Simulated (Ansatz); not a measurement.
Which YAML input does this script hand to the engine? (the Ansatz DFT code, driven from Python)

Script `run_deck.py`:
```python
"""Single point of K2TlAgF6 through the engine session."""

import warnings

import ansatz
import numpy as np

warnings.simplefilter("ignore", ansatz.DeckWarning)

inputs = {
    "crystal": {
        "lattice": [
            [0.0, 4.575376, 4.575376],
            [4.575376, 0.0, 4.575376],
            [4.575376, 4.575376, 0.0],
        ],
        "atoms": [
            {"symbol": "K", "position": [0.75, 0.75, 0.75]},
            {"symbol": "K", "position": [0.25, 0.25, 0.25]},
            {"symbol": "Tl", "position": [0.0, 0.0, 0.0]},
            {"symbol": "Ag", "position": [0.5, 0.5, 0.5]},
            {"symbol": "F", "position": [0.758721, 0.241279, 0.241279]},
            {"symbol": "F", "position": [0.241279, 0.241279, 0.758721]},
            {"symbol": "F", "position": [0.241279, 0.758721, 0.758721]},
            {"symbol": "F", "position": [0.241279, 0.758721, 0.241279]},
            {"symbol": "F", "position": [0.758721, 0.241279, 0.758721]},
            {"symbol": "F", "position": [0.758721, 0.758721, 0.241279]},
        ],
    },
    "kpoints": {"mp_grid": {"kspacing": 0.4}},
    "hamiltonian": {"xc": "pbesol"},
    "scf": {"occupations": {"method": "fixed"}},
    "basis": {"ecutwfc": "510 eV"},
    "output": {"forces": True, "stress": True, "eigenvalues": True},
}

done = ansatz.Session.from_dict(inputs).plan().execute()
r = done.report

for key in ("converged", "n_iterations", "n_electrons", "n_kpoints", "n_pw", "n_symmetry_ops", "free_energy_ev", "fermi_energy_ev"):
    print(f"{key:18s} {r[key]}")

fermi = r["fermi_energy_ev"]
print("levels less the Fermi level (eV) at the first k-points (first spin channel where there are two)")
for k, levels in list(zip(r["kpoints_frac"], r["eigenvalues_ev"]))[:4]:
    print("k = ({:.3f}, {:.3f}, {:.3f})".format(*k))
    print("   ", " ".join(f"{e - fermi:.3f}" for e in levels))

# the stress is positive in compression
print("pressure by term (GPa)")
for term, tensor in r["stress_terms_gpa"].items():
    if np.any(tensor):
        print(f"  {term:28s} {np.trace(np.array(tensor)) / 3:12.3f}")
print(f"  {'total':28s} {np.trace(np.array(r['stress_gpa'])) / 3:12.3f}")

# forces, one row an atom
print("forces (eV/A)")
for site, force in zip(done.lattice.sites, r["forces_ev_ang"]):
    print(f"  {site.symbol:2s} {force[0]:9.4f} {force[1]:9.4f} {force[2]:9.4f}")
```

Running `python run_deck.py` prints:
```text
converged          True
n_iterations       8
n_electrons        92.0
n_kpoints          4
n_pw               5029
n_symmetry_ops     48
free_energy_ev     -26655.949621190626
fermi_energy_ev    3.8525654157826335
levels less the Fermi level (eV) at the first k-points (first spin channel where there are two)
k = (0.000, 0.000, 0.000)
    -88.847 -52.417 -52.417 -52.417 -28.960 -28.953 -22.000 -21.758 -21.758 -21.735 -21.735 -21.735 -12.521 -12.521 -12.521 -12.477 -12.477 -12.477 -10.254 -10.254 -10.131 -10.131 -10.131 -6.960 -4.578 -4.578 -4.578 -3.639 -3.639 -3.639 -3.494 -3.494 -3.008 -3.008 -3.008 -3.007 -3.007 -3.007 -2.657 -2.657 -2.657 -1.159 -1.159 -1.159 -0.001 -0.001 0.307 4.965 6.024 6.024 6.024 6.909 6.909 7.274
k = (0.000, 0.000, 0.333)
    -88.847 -52.417 -52.417 -52.417 -28.958 -28.955 -21.961 -21.781 -21.765 -21.765 -21.728 -21.728 -12.506 -12.506 -12.493 -12.484 -12.484 -12.473 -10.251 -10.251 -10.136 -10.131 -10.131 -6.741 -4.915 -4.741 -4.741 -3.678 -3.574 -3.574 -3.316 -3.307 -3.307 -3.092 -3.092 -2.933 -2.881 -2.881 -2.736 -2.706 -2.706 -1.167 -1.145 -1.145 -0.292 -0.292 1.214 4.160 6.229 6.635 6.635 7.160 7.160 7.349
k = (0.000, 0.333, 0.333)
    -88.847 -52.417 -52.417 -52.417 -28.958 -28.955 -21.959 -21.801 -21.756 -21.739 -21.738 -21.738 -12.509 -12.509 -12.490 -12.476 -12.472 -12.472 -10.271 -10.254 -10.138 -10.131 -10.131 -6.786 -4.766 -4.512 -4.512 -3.729 -3.495 -3.479 -3.479 -3.447 -3.150 -3.080 -3.064 -3.064 -3.028 -3.028 -2.946 -2.946 -2.662 -1.158 -1.111 -1.111 -0.913 0.000 1.726 4.592 5.907 6.424 6.424 7.303 7.340 7.520
k = (0.000, 0.333, -0.333)
    -88.847 -52.417 -52.417 -52.417 -28.956 -28.956 -21.939 -21.819 -21.765 -21.743 -21.738 -21.729 -12.500 -12.498 -12.492 -12.483 -12.474 -12.466 -10.272 -10.251 -10.137 -10.135 -10.132 -6.706 -4.860 -4.715 -4.433 -3.684 -3.612 -3.451 -3.429 -3.249 -3.209 -3.168 -3.163 -3.106 -3.081 -2.987 -2.873 -2.835 -2.728 -1.153 -1.117 -1.106 -0.750 -0.287 2.091 4.329 5.504 6.305 6.845 7.705 7.784 7.849
pressure by term (GPa)
  kinetic                          1452.034
  hartree                          1103.919
  ewald                           -1828.535
  local_pseudopotential             -84.464
  nonlocal_pseudopotential         -459.969
  augmentation                       93.004
  nlcc                             -139.729
  xc                               -138.874
  augmentation_tail                  -0.027
  scf_correction                      0.000
  pulay_correction                    0.008
  total                              -2.634
forces (eV/A)
  K     0.0000   -0.0000   -0.0000
  K     0.0000   -0.0000    0.0000
  Tl    0.0000   -0.0000    0.0000
  Ag    0.0000   -0.0000    0.0000
  F    -0.0950   -0.0000   -0.0000
  F    -0.0000    0.0000   -0.0950
  F     0.0950    0.0000   -0.0000
  F     0.0000   -0.0950   -0.0000
  F    -0.0000    0.0950    0.0000
  F    -0.0000   -0.0000    0.0950
```

`input.yaml`:
```yaml
crystal:
  lattice:
    - [0.0, 4.575376, 4.575376]
    - [4.575376, 0.0, 4.575376]
    - [4.575376, 4.575376, 0.0]
  atoms:
    - { symbol: K, position: [0.75, 0.75, 0.75] }
    - { symbol: K, position: [0.25, 0.25, 0.25] }
    - { symbol: Tl, position: [0.0, 0.0, 0.0] }
    - { symbol: Ag, position: [0.5, 0.5, 0.5] }
    - { symbol: F, position: [0.758721, 0.241279, 0.241279] }
    - { symbol: F, position: [0.241279, 0.241279, 0.758721] }
    - { symbol: F, position: [0.241279, 0.758721, 0.758721] }
    - { symbol: F, position: [0.241279, 0.758721, 0.241279] }
    - { symbol: F, position: [0.758721, 0.241279, 0.758721] }
    - { symbol: F, position: [0.758721, 0.758721, 0.241279] }
kpoints:
  mp_grid:
    kspacing: 0.4
hamiltonian:
  xc: pbesol
scf:
  occupations:
    method: fixed
basis:
  ecutwfc: "510 eV"
output:
  forces: true
  stress: true
  eigenvalues: true
```

Reading the output:
- Absolute energies stand on the zero of these potentials, so only differences at equal settings mean something. A total without «per atom» is that of the cell as typed.
- Under fixed occupations the level called the Fermi level is the highest filled one on the SCF mesh; off the mesh a filled band can lie a little above it.
- An absolute Fermi energy rests on an arbitrary zero of the periodic potential and has no direct meaning.
- Pressure is positive in compression.
- This cell is a computed structure, which may not be the phase found in nature.
- Gaps and levels are Kohn-Sham values on a finite set of k-points, without spin-orbit coupling.
- It ran for 2.6 s on 1 thread of Intel(R) Xeon(R) 6975P-C (Granite Rapids), on a shared host, peak memory 0.59 GiB.

(Lines on the test bed's own set-up are left out of the output.)
